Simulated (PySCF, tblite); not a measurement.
# C₆H₉NSeSi: geometry, infrared bands and NMR shifts

What infrared bands and NMR shifts should C₆H₉NSeSi (`C=C[SiH2][Se]CC(=C)C#N`) show?

Computed with tblite 0.8.0 and PySCF 2.14.0, with density-fitted response routines of our own, on a single molecule in the gas phase. Atoms are numbered from 0 throughout.

### Step 1. Starting geometry

18 atoms, charge 0, multiplicity 1; geometry from: force field or distance geometry start.

Bonds of the start (Å): C0–C1 1.34, C1–Si2 1.84, Si2–Se3 2.26, Se3–C4 1.91, C4–C5 1.49, C5–C6 1.32, C5–C7 1.45, C7–N8 1.16, C0–H9 1.08, C0–H10 1.08, C1–H11 1.07, Si2–H12 1.47, Si2–H13 1.46, C4–H14 1.12, C4–H15 1.09, C6–H16 1.10, C6–H17 1.10.

### Step 2. Geometry optimisation with GFN2-xTB

What the job is given:

```
{"job": {"kind": "relax", "xc": "GFN2-xTB", "basis": "xTB"}, "charge": 0, "multiplicity": 1}
C      4.058300     0.258600    -0.420800
C      2.730400     0.068000    -0.411600
Si     1.692000     0.372600     1.078400
Se    -0.129100    -0.964800     1.189000
C     -1.322300    -0.818100    -0.299900
C     -2.572500    -0.071600     0.016000
C     -3.732900    -0.679000    -0.125700
C     -2.547000     1.301600     0.487800
N     -2.520500     2.396900     0.868500
H      4.613300     0.621600     0.431900
H      4.568800     0.042900    -1.345500
H      2.248300    -0.300800    -1.287700
H      1.338400     1.802400     1.043800
H      2.514900     0.088200     2.255000
H     -1.664200    -1.852900    -0.564100
H     -0.865600    -0.370500    -1.187900
H     -3.742400    -1.718600    -0.472200
H     -4.676700    -0.170200     0.108700
```

Launch:

```sh
$ OMP_NUM_THREADS=1 python probes_run.py task.json out
```

One launch serves the whole session: the jobs run in the order shown.

**Question.** This job is followed by: GFN2-xTB harmonic vibrations, gas phase; GIAO PBE0/pcSseg-1 NMR shielding, non-relativistic, gas phase. Predict these results of the whole session: strongest single infrared mode (GFN2-xTB); zero-point energy (GFN2-xTB); 13C shifts against TMS (PBE0/pcSseg-1); 1H shifts against TMS (PBE0/pcSseg-1, means over atoms taken as alike); 29Si shifts against TMS (PBE0/pcSseg-1); 77Se shifts against Me2Se (PBE0/pcSseg-1); 15N shifts against NH3 (PBE0/pcSseg-1); surface potential, 1st and 99th percentile.

**Answer**, as computed:

| quantity | value |
| --- | --- |
| strongest single infrared mode (GFN2-xTB) | 683 cm⁻¹, 370 km/mol |
| zero-point energy (GFN2-xTB) | 78.7 kcal/mol |
| 13C shifts against TMS (PBE0/pcSseg-1) | 145.2, 141.9, 140.6, 133.4, 126.2, 31.2 ppm |
| 1H shifts against TMS (PBE0/pcSseg-1, means over atoms taken as alike) | 6.63, 6.56, 6.52, 6.46, 6.21, 5.41, 3.31 ppm |
| 29Si shifts against TMS (PBE0/pcSseg-1) | -36.7 ppm |
| 77Se shifts against Me2Se (PBE0/pcSseg-1) | 112 ppm |
| 15N shifts against NH3 (PBE0/pcSseg-1) | 322.4 ppm |
| surface potential, 1st and 99th percentile | -1.66 V and 1.29 V |

The optimisation took 178 steps and gained 0.481 eV; among the close pairs (by a distance rule), Se3–C4 changed most, from 1.914 to 1.999 Å. The lowest mode is slightly imaginary (18i cm⁻¹), a soft motion within the noise of the Hessian, so the minimum is not strictly shown. The strongest single mode, at 683 cm⁻¹, moves mainly H12 and H13. GFN2-xTB is a fitted tight-binding method: band positions and strengths are rough. Its intensities can rank the bands wrongly. At PBE0/pcSseg-1: Shielding is most anisotropic at Se3 (span 1436 ppm, paramagnetic term -1357 ppm). By nearest atom (PBE0/pcSseg-1), the HOMO sits on Se3 77 % and the LUMO on C6 28 %; C5 20 %. Spin-orbit coupling is left out, which matters for shieldings and couplings at and beside the heavy atoms.
